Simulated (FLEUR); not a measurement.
TaW: single point with PBEsol

TaW:

```
W Ta
1.0
     1.61413   -2.30703    0.00000
     1.61413    2.30703    0.00000
     0.00000    0.00000    4.52140
W Ta
1 1
Direct
  0.50000 0.50000 0.50000
  0.00000 0.00000 0.00000
```

The cell comes from a database or a generator and needn't be the stable form of this composition.

* Program: FLEUR MaX-R8.1 (later development tree)
* Task: single point
* Functional: PBEsol
* Potentials or basis: all-electron
* Basis: FLAPW
* Kmax: 4.15 1/bohr
* k mesh: 10 × 10 × 6
* Occupations: fermi-dirac, width 0.05 eV
* Spin: no spin polarisation

```json
{
 "Band gap on the k mesh": "none (metal or under the smearing width)",
 "Valence electrons inside the program's atomic spheres": "W 25.49; Ta 24.49 (radii W 2.36, Ta 2.36 bohr)"
}
```

Levels at points of the mesh, in eV from the Fermi level:
| k point | band 24 | band 25 | band 26 | band 27 | band 28 | band 29 | band 30 | band 31 | band 32 | band 33 |
| --- | --- | --- | --- | --- | --- | --- | --- | --- | --- | --- |
| (0.00, 0.00, 0.00) | -4.95 | -2.24 | -0.10 | 0.07 | 0.39 | 1.74 | 2.79 | 3.02 | 4.02 | 4.75 |
| (0.00, 0.00, 0.50) | -5.80 | -1.57 | -0.84 | -0.60 | -0.13 | 2.05 | 2.10 | 2.88 | 3.40 | 3.44 |
| (0.00, 0.50, 0.00) | -3.35 | -2.13 | -1.62 | -1.20 | -0.80 | 2.32 | 3.56 | 3.69 | 5.17 | 7.30 |
| (0.00, 0.50, 0.50) | -4.90 | -2.41 | -2.00 | 1.37 | 1.79 | 2.99 | 3.20 | 4.42 | 5.02 | 6.82 |
| (0.50, 0.50, 0.00) | -4.48 | -4.46 | -2.26 | 1.39 | 3.49 | 4.58 | 5.62 | 6.39 | 6.69 | 7.86 |
| (0.50, 0.50, 0.50) | -3.21 | -2.63 | -2.26 | 0.17 | 0.81 | 1.11 | 1.83 | 5.74 | 7.69 | 7.93 |

Core levels (eV from the Fermi level):
| atom | levels |
| --- | --- |
| 1 W | 1s1/2 -69369.3, 2s1/2 -11960.6, 2p1/2 -11437.4, 2p3/2 -10085.3, 3s1/2 -2750.0, 3p1/2 -2517.1, 3p3/2 -2224.7, 4s1/2 -562.5, 3d3/2 -1832.7, 3d5/2 -1769.1, 4p1/2 -466.0, 4p3/2 -398.2, 4d3/2 -239.7, 4d5/2 -227.2 |
| 2 Ta | 1s1/2 -67248.9, 2s1/2 -11541.9, 2p1/2 -11030.2, 2p3/2 -9760.6, 3s1/2 -2639.1, 3p1/2 -2411.9, 3p3/2 -2138.6, 4s1/2 -533.0, 3d3/2 -1754.9, 3d5/2 -1695.4, 4p1/2 -439.3, 4p3/2 -376.3, 4d3/2 -222.5, 4d5/2 -210.9 |

It took 5.7 min on 1 thread of Arm Neoverse V1 (shared host), peak memory 0.09 GiB.

The run has no spin-orbit coupling, so splittings on Ta, W are missing.
